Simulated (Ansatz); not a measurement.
# B3P: the cost of one run

Computed with Ansatz 0.2.0 (DFT PBE, scalar-relativistic, plane waves, PAW, unless a step's input says otherwise).

## Step 1: The starting structure

The structure is cubic, space group Pm-3m (No. 221). The conventional cell has a = 4.594 Å, b = 4.594 Å, c = 4.594 Å, α = 90.00°, β = 90.00°, γ = 90.00°. Around B (site symmetry 4mm) lie 1 P at 1.35 Å. P (site symmetry m-3m) is surrounded by 6 B at 1.35 Å. Around P (site symmetry m-3m) lie 24 B at 3.38 Å.

As a file:

```cif
data_structure
_symmetry_space_group_name_H-M 'Pm-3m'
_symmetry_Int_Tables_number 221
_cell_length_a 4.5943
_cell_length_b 4.5943
_cell_length_c 4.5943
_cell_angle_alpha 90.000
_cell_angle_beta 90.000
_cell_angle_gamma 90.000
_cell_volume 96.98
loop_
_atom_site_label
_atom_site_type_symbol
_atom_site_symmetry_multiplicity
_atom_site_Wyckoff_symbol
_atom_site_fract_x
_atom_site_fract_y
_atom_site_fract_z
_atom_site_occupancy
B1 B 6 e 0.29478 0.00000 0.00000 1
P1 P 1 a 0.00000 0.00000 0.00000 1
P2 P 1 b 0.50000 0.50000 0.50000 1
```

A structure generator made this guess: random cell by space group and Wyckoff sites (Pm-3m, No. 221). The dimensions are guesses.

## Step 2: Probe: one point on a coarse mesh

input.yaml

```yaml
crystal:
  lattice:
    - [4.59433436, 0.0, 0.0]
    - [0.0, 4.59433436, 0.0]
    - [0.0, 0.0, 4.59433436]
  atoms:
    - { symbol: B, position: [0.29477785, 0.0, 0.0] }
    - { symbol: B, position: [0.70522215, 0.0, 0.0] }
    - { symbol: B, position: [0.0, 0.29477785, 0.0] }
    - { symbol: B, position: [0.0, 0.70522215, 0.0] }
    - { symbol: B, position: [0.0, 0.0, 0.29477785] }
    - { symbol: B, position: [0.0, 0.0, 0.70522215] }
    - { symbol: P, position: [0.0, 0.0, 0.0] }
    - { symbol: P, position: [0.5, 0.5, 0.5] }
basis:
  ecutwfc: 420
kpoints:
  mp_grid: { grid: [4, 4, 4] }
hamiltonian:
  xc: pbe
scf:
  occupations: { method: gaussian, width: 0.1 }
  lower_state_search: "off"
output:
  forces: true
  stress: true
  eigenvalues: true
```

Started as:

```sh
$ ansatz run input.yaml --threads 1 --pin off --max-ram 2560MiB --backend cpu --events-out ev --progress --plain --runs-dir out
```

**Question.** How long does this run take on 1 thread of Arm Neoverse V2, shared host, and how much memory does it need?

About 2.1 s, with a peak of 0.31 GiB.
